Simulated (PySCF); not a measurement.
# C3H7BO2: NMR shifts and spin-spin couplings

Aim: predict the NMR shifts and spin-spin couplings of C3H7BO2 (`B1OCCCO1`).

The runs use PySCF 2.14.0, with density-fitted response routines of our own; the level of theory stands in each step. All values are computed, except where a source is named. Atoms are numbered from 0 throughout.

**1. The molecule as given**

13 atoms, charge 0, multiplicity 1; geometry from: GFN2-xTB.

Bonds of the start (Å): B0–O1 1.35, O1–C2 1.41, C2–C3 1.53, C3–C4 1.53, C4–O5 1.41, O5–B0 1.35, B0–H6 1.17, C2–H7 1.10, C2–H8 1.10, C3–H9 1.09, C3–H10 1.09, C4–H11 1.10, C4–H12 1.10.

**2. Shielding tensors: PBE0/pcSseg-1**

The job: settings as JSON, then the geometry in Å.

```
{"job": {"kind": "nmr", "xc": "PBE0", "basis": "pcSseg-1"}, "charge": 0, "multiplicity": 1}
B     -0.591165     1.605444     0.236315
O      0.747084     1.435719     0.149783
C      1.271154     0.159711    -0.158382
C      0.328591    -0.955187     0.292444
C     -1.061308    -0.680886    -0.279965
O     -1.500078     0.625902     0.032398
H     -0.989214     2.670314     0.503285
H      2.240511     0.079385     0.345181
H      1.435781     0.102338    -1.242339
H      0.269161    -0.947344     1.382657
H      0.695480    -1.924793    -0.041608
H     -1.050980    -0.794096    -1.371986
H     -1.799404    -1.376021     0.134491
```

Method: GIAO PBE0/pcSseg-1 NMR shielding, non-relativistic, gas phase.

**Question.** This job is followed by: B3LYP/pcJ-1 indirect spin-spin coupling, non-relativistic, gas phase. What will the session give for the following? 13C shifts against TMS (PBE0/pcSseg-1, means over atoms taken as alike); 1H shifts against TMS (PBE0/pcSseg-1, means over atoms taken as alike); 11B shifts against BF3·OEt2 (PBE0/pcSseg-1); 17O shifts against H2O (PBE0/pcSseg-1, means over atoms taken as alike); largest coupling of the table (B3LYP/pcJ-1).

The runs gave:

```
                                                               quantity                    value
13C shifts against TMS (PBE0/pcSseg-1, means over atoms taken as alike)           64.4, 32.0 ppm
 1H shifts against TMS (PBE0/pcSseg-1, means over atoms taken as alike)     4.23, 3.94, 1.82 ppm
                            11B shifts against BF3·OEt2 (PBE0/pcSseg-1)                 22.9 ppm
17O shifts against H2O (PBE0/pcSseg-1, means over atoms taken as alike)                129.2 ppm
                            largest coupling of the table (B3LYP/pcJ-1)  1J(B,H) B0–H6, 176.5 Hz
```

What this shows: C2, C4 (mean) (sp3 CH2 bonded to O) lies farthest downfield among carbon, at 64.4 ppm; pulled downfield by the heteroatom. H7, H8, H11, H12 (mean) (hydrogen on an sp3 CH2 bonded to O) lies farthest downfield among hydrogen, at 4.23 ppm; its carbon carries O, an electronegative neighbour. At PBE0/pcSseg-1: Shielding is most anisotropic at O1, O5 (span 266 ppm, paramagnetic term -186 ppm). Of the pairs tabulated at B3LYP/pcJ-1, B0–H6 couples most strongly (176.5 Hz; Fermi contact 176.1 Hz). Couplings across rotatable bonds belong to this one conformer; where others are populated, the observed values are averages.
